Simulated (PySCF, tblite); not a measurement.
**H₈N₂OPSi₂ radical, a cluster model of a defect: infrared bands and EPR parameters**

Aim: the infrared bands and EPR parameters of `O=[P](N[SiH3])N[SiH3]`. It is drawn as: P oxygen centre.

Computed with tblite 0.8.0 and PySCF 2.14.0; each step states its level. No surroundings beyond the atoms listed, unless a continuum is named. Atoms count from 0, parts from 1.

## 1. The system as given

14 atoms, charge 0, multiplicity 2; geometry: distance geometry start.

## 2. Relaxing the cluster with GFN2-xTB

Job settings and geometry (Å):

```
{"job": {"kind": "relax", "xc": "GFN2-xTB", "basis": "xTB"}, "charge": 0, "multiplicity": 2}
P     -0.120888     0.662180    -0.662985
O     -1.455216     1.626083    -1.223973
N     -0.242716    -1.088327    -0.890553
Si    -1.292816    -2.000277     0.276676
N      0.587792     1.197687     0.878797
Si     0.529320     2.998945     1.228341
H     -0.281781    -1.419497    -1.868031
H     -0.543999    -3.030151     0.892603
H     -1.744256    -1.087507     1.295564
H     -2.390005    -2.548878    -0.407229
H      0.435567     0.587505     1.659545
H      1.184469     3.693685     0.183178
H      1.187923     3.240850     2.452000
H     -0.826478     3.396720     1.309015
```

With the program's defaults for keys left out, this is: GFN2-xTB geometry optimisation, gas phase.

Run with:

```sh
$ OMP_NUM_THREADS=1 python cluster_run.py task.json out
```

This one command runs all jobs of the session in turn.

Output:

```text
step      E/eV     max force
  0    -543.17981    6.732
  1    -544.31017    4.519
  2    -544.09826   13.222
  3    -544.76210    2.113
  4    -544.88326    1.224
  5    -545.06285    1.252
  6    -545.09857    0.803
  7    -545.17055    0.960
  8    -545.20108    1.144
  9    -545.26828    1.018
 10    -545.31516    0.456
 11    -545.34376    0.375
 12    -545.36258    0.456
 13    -545.38517    0.576
 14    -545.41023    0.473
 15    -545.43126    0.601
 16    -545.44729    0.366
 17    -545.45775    0.485
 18    -545.46735    0.280
 19    -545.47513    0.150
 20    -545.47901    0.149
 21    -545.48122    0.137
 22    -545.48325    0.134
 23    -545.48493    0.090
 24    -545.48624    0.138
 25    -545.48733    0.094
 26    -545.48851    0.097
 27    -545.49002    0.140
 28    -545.49149    0.141
 29    -545.49294    0.118
 30    -545.49420    0.090
 31    -545.49540    0.075
 32    -545.49677    0.139
 33    -545.49899    0.210
 34    -545.50290    0.263
 35    -545.50846    0.262
 36    -545.51402    0.180
 37    -545.51793    0.118
 38    -545.51965    0.119
 39    -545.52143    0.144
 40    -545.52488    0.181
 41    -545.52918    0.160
 42    -545.53247    0.113
 43    -545.53442    0.115
 44    -545.53609    0.098
 45    -545.53783    0.118
 46    -545.53988    0.137
 47    -545.54174    0.114
 48    -545.54311    0.125
 49    -545.54408    0.114
 50    -545.54498    0.137
 51    -545.54563    0.050
 52    -545.54604    0.049
 53    -545.54645    0.055
 54    -545.54703    0.070
 55    -545.54781    0.071
 56    -545.54848    0.050
 57    -545.54896    0.045
 58    -545.54937    0.058
 59    -545.54989    0.062
 60    -545.55056    0.072
 61    -545.55115    0.069
 62    -545.55153    0.049
 63    -545.55179    0.044
 64    -545.55200    0.037
 65    -545.55222    0.064
 66    -545.55249    0.058
 67    -545.55282    0.047
 68    -545.55315    0.037
 69    -545.55332    0.036
 70    -545.55350    0.037
 71    -545.55368    0.039
 72    -545.55397    0.044
 73    -545.55438    0.050
 74    -545.55479    0.036
 75    -545.55501    0.030
 76    -545.55511    0.036
 77    -545.55520    0.030
 78    -545.55535    0.029
 79    -545.55565    0.057
 80    -545.55614    0.076
 81    -545.55688    0.106
 82    -545.55787    0.107
 83    -545.55922    0.096
 84    -545.56097    0.108
 85    -545.56236    0.138
 86    -545.56374    0.160
 87    -545.56487    0.092
 88    -545.56640    0.158
 89    -545.56690    0.240
 90    -545.56889    0.130
 91    -545.57153    0.124
 92    -545.57620    0.153
 93    -545.58116    0.199
 94    -545.58643    0.264
 95    -545.59339    0.242
 96    -545.59350    0.218
 97    -545.59908    0.258
 98    -545.60010    0.213
 99    -545.60222    0.095
100    -545.60393    0.105
101    -545.60571    0.150
102    -545.60794    0.175
103    -545.61012    0.154
104    -545.61216    0.120
105    -545.61441    0.093
106    -545.61539    0.083
107    -545.61596    0.076
108    -545.61662    0.061
109    -545.61726    0.057
110    -545.61772    0.057
111    -545.61823    0.075
112    -545.61868    0.060
113    -545.61917    0.072
114    -545.61976    0.069
115    -545.62050    0.072
116    -545.62141    0.096
117    -545.62250    0.125
118    -545.62362    0.143
119    -545.62457    0.134
120    -545.62540    0.117
121    -545.62643    0.120
122    -545.62795    0.133
123    -545.62957    0.181
124    -545.63034    0.140
125    -545.63193    0.126
126    -545.63283    0.105
127    -545.63368    0.202
128    -545.63478    0.134
129    -545.63684    0.134
130    -545.63888    0.102
131    -545.63764    0.418
132    -545.64046    0.145
133    -545.64096    0.306
134    -545.64317    0.136
135    -545.64498    0.253
136    -545.64729    0.118
137    -545.65129    0.120
138    -545.65380    0.136
139    -545.65590    0.132
140    -545.65830    0.150
141    -545.65407    0.574
142    -545.65968    0.061
143    -545.66023    0.066
144    -545.66086    0.054
145    -545.66118    0.063
146    -545.66152    0.038
147    -545.66176    0.044
148    -545.66221    0.073
149    -545.66280    0.072
150    -545.66335    0.104
151    -545.66373    0.080
152    -545.66416    0.116
153    -545.66458    0.067
154    -545.66501    0.059
155    -545.66541    0.061
156    -545.66605    0.071
157    -545.66694    0.101
158    -545.66831    0.118
159    -545.67003    0.096
160    -545.67153    0.115
161    -545.67281    0.190
162    -545.67384    0.216
163    -545.67579    0.147
164    -545.67775    0.139
165    -545.67955    0.131
166    -545.68054    0.110
167    -545.68138    0.073
168    -545.68226    0.075
169    -545.68315    0.080
170    -545.68394    0.069
171    -545.68459    0.073
172    -545.68500    0.054
173    -545.68534    0.081
174    -545.68562    0.044
175    -545.68590    0.041
176    -545.68631    0.058
177    -545.68669    0.059
178    -545.68706    0.039
179    -545.68737    0.040
180    -545.68772    0.044
181    -545.68815    0.043
182    -545.68859    0.054
183    -545.68901    0.061
184    -545.68947    0.060
185    -545.69007    0.070
186    -545.69077    0.078
187    -545.69138    0.078
188    -545.69166    0.056
189    -545.69201    0.053
190    -545.69224    0.049
191    -545.69286    0.036
192    -545.69309    0.033
193    -545.69346    0.031
194    -545.69367    0.030
195    -545.69393    0.030
196    -545.69414    0.033
197    -545.69431    0.025
198    -545.69446    0.023
199    -545.69463    0.026
200    -545.69483    0.033
201    -545.69483    0.033
202    -545.69679    0.042
203    -545.69717    0.024
204    -545.69738    0.034
205    -545.69745    0.027
206    -545.69751    0.008
207    -545.69751    0.014
208    -545.69753    0.005
```

It took 5 s on 1 thread of Arm Neoverse V1, shared host.

Step by step:

```
step  energy from step 0 (eV)  largest force (eV/Å)
   0                   0.0000                6.7324
   8                  -2.0213                1.1445
  16                  -2.2675                0.3667
  24                  -2.3064                0.1373
  32                  -2.3170                0.1388
  40                  -2.3451                0.1808
  48                  -2.3633                0.1255
  56                  -2.3687                0.0494
  64                  -2.3722                0.0375
  72                  -2.3742                0.0436
  80                  -2.3763                0.0763
  88                  -2.3866                0.1573
  96                  -2.4137                0.2182
 104                  -2.4324                0.1197
 112                  -2.4389                0.0600
 120                  -2.4456                0.1178
 128                  -2.4550                0.1345
 136                  -2.4675                0.1178
 144                  -2.4810                0.0547
 152                  -2.4844                0.1150
 160                  -2.4917                0.1147
 168                  -2.5025                0.0751
 176                  -2.5065                0.0575
 184                  -2.5097                0.0593
 192                  -2.5133                0.0327
 200                  -2.5150                0.0329
 208                  -2.5177                0.0055
```

Distances of close pairs at the start and the end, largest changes first:

```
   bond  before (Å)  after (Å)  change (Å)
  P0–O1       1.739      1.465      -0.274
 N4–Si5       1.836      1.744      -0.092
  P0–N4       1.779      1.693      -0.086
  P0–N2       1.769      1.693      -0.076
 N2–Si3       1.816      1.744      -0.072
 Si3–H9       1.404      1.464      +0.059
Si5–H12       1.411      1.466      +0.055
 Si3–H7       1.414      1.465      +0.051
```

## 3. Harmonic vibrations: GFN2-xTB

Job settings and geometry (Å):

```
{"job": {"kind": "ir", "xc": "GFN2-xTB", "basis": "xTB"}, "charge": 0, "multiplicity": 2}
P      0.012155     0.174706    -0.820322
O     -1.342050     0.714880    -0.673568
N      0.098531    -1.433993    -0.298622
Si    -1.305794    -2.465063    -0.377979
N      1.102684     0.941404     0.224075
Si     0.833085     2.588708     0.729101
H      1.015921    -1.834771    -0.399589
H     -0.734396    -3.767160    -0.023987
H     -2.253642    -1.969446     0.610548
H     -1.874522    -2.488454    -1.726531
H      2.043753     0.595967     0.137381
H      0.662025     3.477502    -0.421460
H      2.078201     2.884353     1.443249
H     -0.335951     2.581368     1.597705
```

Level: GFN2-xTB harmonic vibrations, gas phase.

Output:

```text
mode    cm-1     km/mol
  1      33.4      1.21
  2      59.1      0.68
  3      80.2      1.99
  4     112.3      1.09
  5     121.5      7.64
  6     147.5      4.84
  7     231.7      1.71
  8     341.7     19.09
  9     416.4     18.22
 10     446.3      0.47
 11     480.1    121.74
 12     569.8     61.55
 13     571.7      2.79
 14     580.3     63.93
 15     593.6      2.09
 16     701.5    140.92
 17     727.3    116.45
 18     740.9     56.03
 19     746.4    347.91
 20     774.5      0.59
 21     778.6    236.54
 22     790.9    863.43
 23     808.1    232.87
 24     867.7    183.60
 25     904.5     13.39
 26    1105.5    451.58
 27    1134.8     33.96
 28    1244.7    177.26
 29    2243.0    195.63
 30    2245.6    423.33
 31    2249.3    158.72
 32    2251.6    325.46
 33    2320.1     20.00
 34    2322.3    396.64
 35    3467.2      0.21
 36    3471.2      4.34
```

Wall time 0.54 s (1 thread of Arm Neoverse V1, shared host); peak memory 0.18 GiB.

The strongest bands and the atoms that carry them:

```
cm⁻¹  km/mol                                  atoms
 746   347.9   H12 28 %, H7 26 %, H13 13 %, H8 12 %
 791   863.4  H7 18 %, H12 18 %, Si3 11 %, Si5 11 %
1106   451.6    H10 34 %, H6 34 %, N4 14 %, N2 14 %
2246   423.3                      H7 72 %, H12 23 %
2252   325.5                      H9 75 %, H11 21 %
2322   396.6                      H13 55 %, H8 42 %
```

## 4. EPR parameters: B3LYP/pcH-1

Same as in step 3 but for these lines:

```diff
@@ -1,2 +1,2 @@
-{"job": {"kind": "ir", "xc": "GFN2-xTB", "basis": "xTB"}, "charge": 0, "multiplicity": 2}
+{"job": {"kind": "epr", "basis": "pcH-1"}, "charge": 0, "multiplicity": 2}
 P      0.012155     0.174706    -0.820322
```

Method: UKS B3LYP, pcH-1 on H N O P Si, non-relativistic, mean-field spin-orbit, GIAO.

Output:

```text
UKS, coarse grid
  cycle   1  E = -1109.73970411  |g| = 7.72e-01
  cycle   2  E = -1108.60729292  |g| = 1.74e+00
  cycle   3  E = -1109.91063801  |g| = 3.30e-01
  cycle   4  E = -1109.94946256  |g| = 1.43e-01
  cycle   5  E = -1109.95751509  |g| = 2.06e-02
  cycle   6  E = -1109.95768305  |g| = 7.75e-03
  cycle   7  E = -1109.95771440  |g| = 2.33e-03
  cycle   8  E = -1109.95771555  |g| = 8.18e-04
UKS, final grid
  cycle   1  E = -1109.95773711  |g| = 9.55e-04
  cycle   2  E = -1109.95773628  |g| = 1.86e-03
  cycle   3  E = -1109.95773752  |g| = 2.80e-04
  cycle   4  E = -1109.95773756  |g| = 8.35e-05
  cycle   5  E = -1109.95773757  |g| = 5.89e-05
  cycle   6  E = -1109.95773757  |g| = 7.74e-06
E = -1109.95773757 Eh   <S^2> = 0.7532 (exact 0.7500)
g shifts (ppm)      1          2          3
  rmc          -244       -244       -244
  gc             22        104        120
  oz_so         103        714       2624
  total        -119        574       2500
hyperfine (MHz)  atom isotope    a_iso     a_fc   dipolar eigenvalues
    0   31P    1405.77    1407.88   -147.49   -146.05    293.54
    1   17O     -19.08     -18.89    -73.15     35.97     37.18
    2   14N      23.12      23.10     -7.94     -7.69     15.63
    3  29Si       4.93       4.93     -1.94      0.70      1.24
    4   14N      23.10      23.07     -7.95     -7.70     15.66
    5  29Si       4.94       4.95     -1.93      0.69      1.23
    6    1H     -10.21     -10.23    -10.68     -3.96     14.65
    7    1H       3.56       3.56     -1.44     -1.04      2.49
    8    1H       5.99       5.99     -1.66     -0.83      2.49
    9    1H       5.44       5.43     -1.67     -1.38      3.06
   10    1H     -10.24     -10.26    -10.70     -3.96     14.66
   11    1H       5.46       5.46     -1.68     -1.38      3.06
   12    1H       3.63       3.63     -1.45     -1.04      2.49
   13    1H       5.88       5.88     -1.67     -0.83      2.50
```

Run time: 74 s. Hardware: 1 thread of Arm Neoverse V1, shared host; peak memory 1 GiB.

Principal g values 2.00220, 2.00289, 2.00482; g(iso) = 2.00330, against 2.00232 for a free electron.

Mean a(iso) over the nuclei that a row names, and the largest dipolar term of the row (other rows stand at the frozen geometry):

```
  nuclei  isotope  a(iso) (MHz)  a(iso) (G, at g = 2.0023)  largest dipolar term (MHz)
      P0      31P        1405.8                      501.6                       293.5
  N2, N4      14N          23.1                        8.2                        15.7
      O1      17O         -19.1                       -6.8                       -73.2
 H6, H10       1H         -10.2                       -3.6                        14.7
 H8, H13       1H           5.9                        2.1                         2.5
 H9, H11       1H           5.5                        1.9                         3.1
Si3, Si5     29Si           4.9                        1.8                        -1.9
 H7, H12       1H           3.6                        1.3                         2.5
```

Mulliken spin populations:

P0 0.54; O1 0.20; N2 0.12; Si3 0.01; N4 0.12; Si5 0.01; H6 0.00; H7 0.00; H8 0.00; H9 0.01; H10 0.00; H11 0.01; H12 0.00; H13 0.00

In first order the couplings over 0.8 MHz of 31P, 14N, 1H give 770 distinct lines over 552.6 G, if the averaged nuclei exchange fast.

The fields below are evaluated on a grid from the run's orbitals.

ELF in a plane through or near 6 of the atoms.

Values, 10 rows by 14 columns:
```
0.00 0.00 0.00 0.00 0.00 0.00 0.00 0.00 0.00 0.00 0.00 0.00 0.00 0.00
0.00 0.00 0.00 0.00 0.00 0.00 0.01 0.01 0.00 0.00 0.00 0.00 0.00 0.00
0.00 0.00 0.00 0.02 0.04 0.00 0.43 0.57 0.09 0.01 0.03 0.01 0.00 0.00
0.00 0.00 0.07 0.29 0.32 0.02 0.78 0.84 0.22 0.17 0.30 0.19 0.01 0.00
0.00 0.00 0.17 0.48 0.09 0.14 0.33 0.61 0.05 0.12 0.15 0.45 0.04 0.00
0.00 0.02 0.52 0.59 0.13 0.75 0.87 0.49 0.45 0.79 0.07 0.74 0.22 0.00
0.00 0.05 0.95 0.96 0.16 0.80 0.59 0.13 0.84 0.51 0.35 0.98 0.70 0.00
0.00 0.00 0.52 0.44 0.03 0.94 0.68 0.03 0.97 0.56 0.01 0.73 0.13 0.00
0.00 0.00 0.00 0.00 0.00 0.20 0.03 0.00 0.32 0.02 0.00 0.00 0.00 0.00
0.00 0.00 0.00 0.00 0.00 0.00 0.00 0.00 0.00 0.00 0.00 0.00 0.00 0.00
```
The map spans 12.6 Å across and 8.5 Å up, centred on the molecule. Atoms in the plane (x, y in Å): N2 (1.3, -0.6), Si3 (2.8, 0.2), N4 (-1.3, -0.6), Si5 (-2.8, 0.2), H6 (1.3, -1.6), H10 (-1.3, -1.6).

On the surface of density 0.002 e/bohr³ the electrostatic potential runs, from the 1st to the 99th percentile, from -2.01 V near O1 to 2.34 V near H10.

The spin density lies nearest to P0 47 %; O1 20 %; N2, N4 about 13 % each.

## 5. Results

| quantity | value |
| --- | --- |
| strongest single infrared mode (GFN2-xTB) | 791 cm⁻¹ |
| g(iso) (B3LYP) | 2.00330 |
| ⟨S²⟩ | 0.753 (exact 0.75) |
| largest a(iso) (averaged by class) | 31P on P0, 1405.8 MHz |
| surface potential, 1st and 99th percentile | -2.01 V and 2.34 V |

In words: No mode is imaginary at GFN2-xTB; the softest lies at 33 cm⁻¹. The largest share of the spin, 0.54 e, sits on P0. The isotropic g lies 1.0 ppt above the free-electron value. A capped cluster stands for the solid here, so long-range fields and strain are missing, and bands or shifts of the capping hydrogens have no counterpart in it.
